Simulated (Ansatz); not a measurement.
# TiClO: two electronic states of one cell

An SCF can end in more than one state. Here TiClO, a database entry, slightly rescaled, is run from each state found earlier: which lies lowest, and what else changes?

All numbers below are computed with Ansatz 0.2.0 (DFT, r2SCAN, with U_eff = 2.61 eV on Ti d, plane waves, PAW).

## 1. Geometry

It takes space group Pmmn (No. 59, orthorhombic). Conventional cell: a = 3.375 Å, b = 3.802 Å, c = 8.078 Å, α = 90.00°, β = 90.00°, γ = 90.00°. O (site symmetry mm2) has 4 Ti at 1.97 to 2.20 Å as nearest neighbours. Cl (site symmetry mm2) is surrounded by 2 Ti at 2.41 Å. Around Ti (site symmetry mm2) lie 4 O at 1.97 to 2.20 Å and 2 Cl at 2.41 Å.

In its conventional cell, by symmetry (the run takes the cell typed in the input):

```cif
data_structure
_symmetry_space_group_name_H-M 'Pmmn:1'
_symmetry_Int_Tables_number 59
_cell_length_a 3.3748
_cell_length_b 3.8015
_cell_length_c 8.0780
_cell_angle_alpha 90.000
_cell_angle_beta 90.000
_cell_angle_gamma 90.000
_cell_volume 103.63
loop_
_atom_site_label
_atom_site_type_symbol
_atom_site_symmetry_multiplicity
_atom_site_Wyckoff_symbol
_atom_site_fract_x
_atom_site_fract_y
_atom_site_fract_z
_atom_site_occupancy
O1 O 2 a 0.00000 0.00000 0.94460 1
Cl1 Cl 2 a 0.50000 0.50000 0.66804 1
Ti1 Ti 2 b 0.00000 0.50000 0.88068 1
```

The states: A, Ti5 up, Ti6 down (collinear spin); B, Ti5 up, Ti6 up (collinear spin). Each run reads its own saved solution as saved_state.

## 2. Run from state A

The input, input.yaml:

```yaml
crystal:
  lattice:
    - [3.80151047, 0.0, 0.0]
    - [0.0, 3.37476933, 0.0]
    - [0.0, 0.0, 8.07795871]
  atoms:
    - { symbol: O, position: [0.75, 0.75, 0.9446] }
    - { symbol: O, position: [0.25, 0.25, 0.0554] }
    - { symbol: Cl, position: [0.25, 0.25, 0.66804] }
    - { symbol: Cl, position: [0.75, 0.75, 0.33196] }
    - { symbol: Ti, position: [0.25, 0.75, 0.88068], spin: 1.0 }
    - { symbol: Ti, position: [0.75, 0.25, 0.11932], spin: -1.0 }
kpoints:
  mp_grid: { grid: [6, 6, 3], shift: [0, 0, 0] }
magnetization:
  spin_polarized: true
scf:
  occupations: { method: fermi_dirac }
  lower_state_search: "off"
  max_iter: 200
hamiltonian:
  pseudopotentials: { kind: paw }
  xc: r2scan
  hubbard:
    projectors: all-electron-ortho-atomic
    sites: [{ species: Ti, l: d, u_eff: 2.61 }]
basis:
  ecutwfc: 500
  fft_grid_basis: typed
output:
  forces: true
  stress: true
  eigenvalues: true
  bader: true
  populations: true
  elf: true
  write_potential: true
  volumetric_format: npy
  dos:
    e_range: [-12, 8]
    de: 0.05
    projected: { site_lists: { Cl: [Cl], O: [O], Ti: [Ti] } }
checkpoint:
  read: saved_state
```

## 4. Run from state B

input.yaml, as its differences from that of step 2:

```diff
@@ -10,6 +10,20 @@
     - { symbol: Cl, position: [0.75, 0.75, 0.33196] }
-    - { symbol: Ti, position: [0.25, 0.75, 0.88068], spin: 1.0 }
-    - { symbol: Ti, position: [0.75, 0.25, 0.11932], spin: -1.0 }
+    - { symbol: Ti, position: [0.25, 0.75, 0.88068] }
+    - { symbol: Ti, position: [0.75, 0.25, 0.11932] }
 kpoints:
   mp_grid: { grid: [6, 6, 3], shift: [0, 0, 0] }
+  band_path:
+    path:
+      - [0.0, 0.0, 0.0]
+      - [0.0, 0.5, 0.0]
+      - [-0.5, 0.5, 0.0]
+      - [-0.5, 0.0, 0.0]
+      - [0.0, 0.0, 0.0]
+      - [0.0, 0.0, 0.5]
+      - [0.0, 0.5, 0.5]
+      - [-0.5, 0.5, 0.5]
+      - [-0.5, 0.0, 0.5]
+      - [0.0, 0.0, 0.5]
+      - [0.0, 0.5, 0.0]
+    npoints: 6
 magnetization:
```

(Steps that only read results are left out.)

**Question.** What will these runs give? Wanted: for each run, free energy; largest site moment; size of the net moment; gap; pressure; largest force.

**Answer**, as computed:

```tsv
state	free energy (meV/atom)	largest site moment (μB)	size of the net moment (μB/cell)	gap (eV)	pressure (GPa)	largest force (eV/Å)	SCF cycles
A	0.7	0.70	0.00	2.42	2.2	0.19	9
B	0.0	0.71	2.00	2.12	2.2	0.19	9
```

What this shows: States B and A are level within 1 meV per atom. Gaps that take in a band path and gaps read on the mesh alone aren't sampled alike.
